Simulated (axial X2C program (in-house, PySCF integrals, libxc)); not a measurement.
# TcCN: Ω levels from open-shell CI on d6 s0 p(π)0

Which Ω levels does TcCN have in the configuration d6 s0 p(π)0, and how far apart?

The runs use an in-house X2C program for linear molecules on PySCF integrals; two-component X2C, average-of-configuration Hartree–Fock and CI in the open shells.

All values are calculated.

## Step 1: Set-up

Input file task.json:

```json
{"zs": [43, 6, 7], "q": 0, "bas": ["dyall-v3z", "dyall-v3z", "dyall-av3z"], "r0": 2.03, "metal": 0, "shells": [[2, [0, 1, 2], 6], [0, [0], 0], [1, [1], 0]], "fix": 0, "emax": 3.2, "nroots": 4, "r2": 1.16}
```

Keys: zs atomic numbers; q charge; bas basis sets; r0 starting distance in Å; metal index of the metal atom; shells open shells as [l, |m| values, electrons]; fix electron count of the first shell held; emax energy window in eV; nroots roots for each Ω; r2 second bond in Å, held.

Launch:

```sh
$ python soci.py task.json out
```

Two-component X2C with atomic mean-field Coulomb and Gaunt terms, basis Tc dyall-v3z, C dyall-v3z, N dyall-av3z (cores contracted in-house). Orbitals come from Hartree–Fock averaged over the configuration Tc d6 s0 p(π)0; CI then distributes these electrons over the d, s, p(π) shells of Tc.

## Step 2: CI at Tc–C–N held linear, bonds 2.159 and 1.160 Å (the second held)

**Question.** What will these runs give? Wanted: lowest level of the model; next level; lowest curve, Re and ωe.

As calculated:

| quantity | value |
| --- | --- |
| lowest level of the model | Ω = 3, g∥ = 9.90, 100% d6 |
| next level | Ω = 2, 74 cm⁻¹ higher |
| lowest curve, Re and ωe | 2.145 Å, 365.1 cm⁻¹ |

What this shows: In the lowest level ⟨Sz⟩ = 1.95 and ⟨Lz⟩ = 1.05; its leading determinant has weight 0.39 among 658. From 2.159 to 2.008 Å the gap from the lowest to the fifth level goes from 522 to 495 cm⁻¹. Without dynamic correlation distances can be off by several hundredths of an Å, and the wavenumbers are rough. There is no dynamic correlation: spin–orbit spacings and, for f shells, spacings inside one term are the most reliable numbers, splittings between terms come out too wide, and energies between configurations are not reliable, so the lowest level need not be the ground state of the molecule. For d shells the ligand-field splittings (σ, π, δ) and their order can be off by a thousand cm⁻¹ or more. At most 4 roots were kept for each Ω > 0 (twice that for Ω = 0) within 3.2 eV of the lowest, so higher up levels can be missing between those listed; levels with Ω > 0 are doubly degenerate and listed once, Ω = 0 levels singly. Some active spinors are only partly of the character that their shell is named for, so the shell names and counts are nominal. States that fill the shells left empty in the average are placed too high. The molecule was held linear; bending was not examined.
